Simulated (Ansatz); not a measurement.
**RuF+ (singlet): from a generated start to a stationary point**

Where does this start of RuF+ (singlet) end when it is relaxed?

The runs use Ansatz 0.2.0, Gaussian basis; RKS PBE0/def2-TZVP.

## Step 1: Where the work starts

2 atoms, charge 1, spin multiplicity 1.

Atoms are counted from 1 here; the program's logs count them from 0.

Bond lengths: Ru1–F2 2.020 Å.

The start is set by covalent radii. Sticks and bond lists go by distance. No spin-orbit coupling is included. Elements past krypton take def2 core potentials.

## Step 2: The run

File in.yaml:

```yaml
crystal:
  periodic: [false, false, false]
  atoms:
    - {symbol: Ru, position_ang: [0.000000, 0.000000, 0.000000]}
    - {symbol: F, position_ang: [0.000000, 0.000000, 2.020000]}
basis:
  gaussian: {orbitals: def2-TZVP}
total_charge: 1
hamiltonian: {xc: pbe0}
relax: {f_tol: 0.004, max_steps: 80}
```

Command:

```
ansatz run in.yaml --threads 1 --pin off --events-out ev --progress --plain --max-ram 2176MiB
```

Before running it: what results should come out? Wanted: energy gained; shift from the start; total energy.

**Answer**, as computed:

| quantity | value |
| --- | --- |
| steps | 5 |
| energy gained | 0.893 eV |
| shift from the start (rms) | 0.141 Å |
| total energy | -5285.3024 eV |

The bonds of the start are those of the end. Ru1–F2 went from 2.020 to 1.738 Å. No vibrations were run, so this is a stationary point, not a proven minimum, and this spin need not be the ground state's.
